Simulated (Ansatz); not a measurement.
# C9H14Si, 24 atoms: how the time falls with more hardware

Aim: measure how long a calculation of the RPA energy at PBE takes on C9H14Si, and how the time changes with the share of the machine.

Program: Ansatz 0.2.0 (RPA energy, PBE, Gaussian basis). Host: Arm Neoverse N1, 56 cores, 56 hardware threads, 90 GiB; it was booked for these runs alone, one at a time. Each run is timed once from launch to exit, start-up included.

## (1) What is computed

A molecule of 24 atoms and 82 electrons, SMILES c1ccc(cc1)[Si](C)(C)C, in the basis sto-3g.

## (2) First run

input.yaml

```yaml
crystal:
  periodic: [false, false, false]
  atoms:
    - { symbol: C, position_ang: [3.4500, -0.0700, -0.1700] }
    - { symbol: C, position_ang: [2.7400, 1.0400, -0.6300] }
    - { symbol: C, position_ang: [1.3500, 1.0600, -0.5500] }
    - { symbol: C, position_ang: [0.6400, -0.0300, -0.0200] }
    - { symbol: C, position_ang: [1.3700, -1.1500, 0.4300] }
    - { symbol: C, position_ang: [2.7700, -1.1600, 0.3500] }
    - { symbol: Si, position_ang: [-1.2600, 0.0100, 0.0700] }
    - { symbol: C, position_ang: [-1.9500, -1.5700, 0.8100] }
    - { symbol: C, position_ang: [-1.7800, 1.4800, 1.1300] }
    - { symbol: C, position_ang: [-1.9500, 0.2300, -1.6700] }
    - { symbol: H, position_ang: [4.5400, -0.0900, -0.2300] }
    - { symbol: H, position_ang: [3.2800, 1.8900, -1.0400] }
    - { symbol: H, position_ang: [0.8300, 1.9400, -0.9200] }
    - { symbol: H, position_ang: [0.8700, -2.0200, 0.8500] }
    - { symbol: H, position_ang: [3.3200, -2.0300, 0.7100] }
    - { symbol: H, position_ang: [-1.5700, -1.7100, 1.8300] }
    - { symbol: H, position_ang: [-1.6600, -2.4300, 0.2100] }
    - { symbol: H, position_ang: [-3.0400, -1.5300, 0.8600] }
    - { symbol: H, position_ang: [-1.4200, 2.4200, 0.7000] }
    - { symbol: H, position_ang: [-2.8700, 1.5300, 1.2100] }
    - { symbol: H, position_ang: [-1.3700, 1.3800, 2.1400] }
    - { symbol: H, position_ang: [-1.5900, 1.1600, -2.1200] }
    - { symbol: H, position_ang: [-3.0400, 0.2500, -1.6500] }
    - { symbol: H, position_ang: [-1.6400, -0.6000, -2.3100] }
basis:
  gaussian: { orbitals: sto-3g }
hamiltonian: { xc: pbe }
correlation: { method: rpa }
```

Run with:

```bash
taskset -c 8-63 ansatz run input.yaml --threads 56 --backend cpu --max-ram 64GiB --events-out ev --progress --plain --runs-dir out
```

Standard output:

```text
Engine: ansatz 0.2.0, aarch64-unknown-linux-gnu
Functional definition: PBE
  exchange = pbe_x(kappa = kappa, mu = beta*pi^2/3)
  correlation = pbe_c(beta = beta)
934 factors; integrals over basis functions are off by at most 3.7e-5 eV
mean field evaluation 1: about -17216.3839 eV, gradient 2.0e1 eV
mean field evaluation 2: about -17216.0684 eV, gradient 2.0e1 eV
mean field evaluation 4: about -17217.2302 eV, gradient 2.2e0 eV
mean field evaluation 8: about -17217.2440 eV, gradient 5.9e-2 eV
mean field evaluation 16: about -17217.2440 eV, gradient 1.5e-5 eV
mean field -17217.24399212 eV, -632.7220464434 hartree, gradient 1.1e-6 eV, S^2 0.000000; 0 other end points of the search recorded, 0 dependent functions left out
14 core orbitals not correlated: weight in the atoms' cores, before any rotation towards them, 0.999 or more for the frozen orbitals, at most 0.000 for the correlated occupied ones
reference -17155.17012093 eV, -630.4408737521 hartree; 27, 27 occupied and 27, 27 virtual orbitals, 934 factors
Total energy: -17181.84291100 eV, -631.4210807077 hartree
```

Wall time 0.81 s, CPU time 22 s, peak memory 0.32 GiB, 18 SCF iterations in all (56 threads).

Size of the job: 82 electrons, 68 basis functions.

Where the time went (the program's own counters):

```
       phase  seconds  share of the wall time
 hamiltonian     0.57                    71 %
second_order     0.15                    19 %
```

## (3) On 8 threads

input.yaml is that of step 2.

Run with:

```bash
taskset -c 8-63 ansatz run input.yaml --threads 8 --backend cpu --max-ram 64GiB --events-out ev --progress --plain --runs-dir out
```

Standard output, shortened:

```text
pinning: not binding workers (pin `auto` leaves the workers unbound: those that work in every phase are 16 at the most and take half of the cores in the planning thread's mask or fewer, and bound, runs started alike would share the same CPUs; alone on the mach
[...]
Functional definition: PBE
[...]
934 factors; integrals over basis functions are off by at most 3.7e-5 eV
[...]
mean field -17217.24399212 eV, -632.7220464434 hartree, gradient 1.1e-6 eV, S^2 0.000000; 0 other end points of the search recorded, 0 dependent functions left out
14 core orbitals not correlated: weight in the atoms' cores, before any rotation towards them, 0.999 or more for the frozen orbitals, at most 0.000 for the correlated occupied ones
reference -17155.17012093 eV, -630.4408737521 hartree; 27, 27 occupied and 27, 27 virtual orbitals, 934 factors
Total energy: -17181.84291100 eV, -631.4210807077 hartree
```

Wall time 1.9 s, CPU time 13 s, peak memory 0.2 GiB, 18 SCF iterations in all (8 threads).

## (4) On 1 thread

input.yaml is that of step 3.

Run with:

```bash
taskset -c 8-63 ansatz run input.yaml --threads 1 --backend cpu --max-ram 64GiB --events-out ev --progress --plain --runs-dir out
```

Standard output:

```text
Engine: ansatz 0.2.0, aarch64-unknown-linux-gnu
Functional definition: PBE
  exchange = pbe_x(kappa = kappa, mu = beta*pi^2/3)
  correlation = pbe_c(beta = beta)
934 factors; integrals over basis functions are off by at most 3.7e-5 eV
mean field evaluation 1: about -17216.3839 eV, gradient 2.0e1 eV
mean field evaluation 2: about -17216.0684 eV, gradient 2.0e1 eV
mean field evaluation 4: about -17217.2302 eV, gradient 2.2e0 eV
mean field evaluation 8: about -17217.2440 eV, gradient 5.9e-2 eV
mean field evaluation 16: about -17217.2440 eV, gradient 1.5e-5 eV
mean field -17217.24399212 eV, -632.7220464434 hartree, gradient 1.1e-6 eV, S^2 0.000000; 0 other end points of the search recorded, 0 dependent functions left out
14 core orbitals not correlated: weight in the atoms' cores, before any rotation towards them, 0.999 or more for the frozen orbitals, at most 0.000 for the correlated occupied ones
[... 1 line left out ...]
Total energy: -17181.84291100 eV, -631.4210807077 hartree
```

Wall time 13 s, CPU time 13 s, peak memory 0.17 GiB, 18 SCF iterations in all (1 thread).

## (5) Speed-up with more threads

```
threads  wall time  speed-up  efficiency  CPU time
      1       13 s         1       100 %      13 s
      8      1.9 s       6.7        84 %      13 s
     56     0.81 s        16        28 %      22 s
```

## (6) Summary of results

```
                     quantity                 value
                    reference  0.81 s on 56 threads
         fastest over threads          0.81 s on 56
speed-up from 1 to 56 threads   16 (28 % efficient)
```

Going from 1 to 56 threads cuts the time by a factor of 16, 28 % of the ideal. Efficiency stays over one half up to 8 threads among the points run; beyond that, several jobs side by side use the machine better. At a few seconds, start-up and serial parts weigh heavily. The figures hold for this build, input and host.
